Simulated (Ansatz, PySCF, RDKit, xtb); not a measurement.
**Solving AlGeNH3, step by step**

Only the formula AlGeNH3 is given (odd number of electrons). Aim: find the structure of lowest free energy at 400 K, then its properties.

Plan: many cheap relaxations first (GFN2-xTB), then density-functional screening, relaxation at PBE0-D3(BJ)/pcseg-1, vibrations and a final energy. The numbers are computed, not measured.

3 further runs of the same task are left out: 3 set aside as unsound or not needed.

## 1. Possible bonding patterns

All bonding patterns within simple valence rules are listed by program: one Lewis structure each, at most two rings and one unusual centre or charged pair. O–O, O–halogen and N–halogen bonds and N–N–N chains are not drawn. That gives 22 candidates.

c140 [NH]=[Ge][AlH2]; c145 [NH][GeH2][Al]; c163 [NH]1[Al][GeH2]1; c236 [NH2+]=[Ge-][AlH]; c315 [NH+]1=[Ge][AlH2-]1; c356 [NH2][Al][GeH]; c396 [Al][N][GeH3]; c429 [N]1[AlH][GeH2]1; c456 [NH]1[AlH][GeH]1; c536 [N]1[AlH2-][GeH+]1; c604 [NH]=[GeH][AlH]; c606 [AlH3-][N+]#[Ge]; c608 [NH2+]1[Al][GeH-]1; c620 [AlH][NH+]=[GeH-]; c689 [Al][NH][GeH2]; c705 [NH][AlH][GeH]; c723 [AlH][N]=[GeH2]; c753 [NH2][GeH][Al]; c821 [N]=[Ge+][AlH3-]; c845 [N]=[GeH][AlH2]; c871 [NH-][Al+][GeH2]; c882 [AlH2][N]=[GeH].

Candidates are built by distance geometry, with a force field where one applies, in up to four conformers (letters a to d). 10 starts with atoms placed at random are added, to find patterns that the rules miss.

Q: Predict the outcome of this search (final energies at CCSD(T)/def2-SVP + MP2/def2-TZVPP - MP2/def2-SVP).

| quantity | value |
| --- | --- |
| lowest structure found | [NH+]1=[Ge][AlH2-]1, doublet, Cs |
| next finalist | [NH2][Al]1[H][Ge]1 ‡, doublet, 3.7 kcal/mol higher in G |
| share at equilibrium, among the finalists | 99.0 % |
| harmonic wavenumbers, lowest and highest (PBE0-D3(BJ)/pcseg-1) | 40 and 3576 cm⁻¹ |
| rotational constants, same geometry | 0.6755, 0.09293, 0.08492 cm⁻¹ |
| dipole moment (PBE0/def2-TZVPD) | 1.93 D |
| HOMO energy (highest over α and β) (PBE0/def2-TZVPD) | -5.48 eV |
| LUMO energy (lowest over α and β) (PBE0/def2-TZVPD) | -2.56 eV |
| vertical ionisation energy (to the singlet cation) | 7.52 eV |
| vertical electron affinity | 0.94 eV |
| vertical quartet less doublet | +3.48 eV |

The lowest structure found is `[NH+]1=[Ge][AlH2-]1`. Among the finalists first place is clear (3.7 kcal/mol); structures outside the list aren't covered. HF/def2-SVP and MP2/def2-SVP already put its bonding pattern lowest among the structures in one piece; PBE0-D3(BJ)/pcseg-1 favours the doublet [NH2][Al][GeH]. The stability test raises a flag; for an open shell a flag towards a general spinor solution can be the free rotation of the spin. Lowest found is not proven lowest: the search is finite, and each finalist counts with one conformer. Patterns outside the rules of the enumeration were met only by chance.

‡ marks the bonded skeleton alone, with all bonds drawn single: no Lewis structure was assigned that passes a check against the bond lengths.
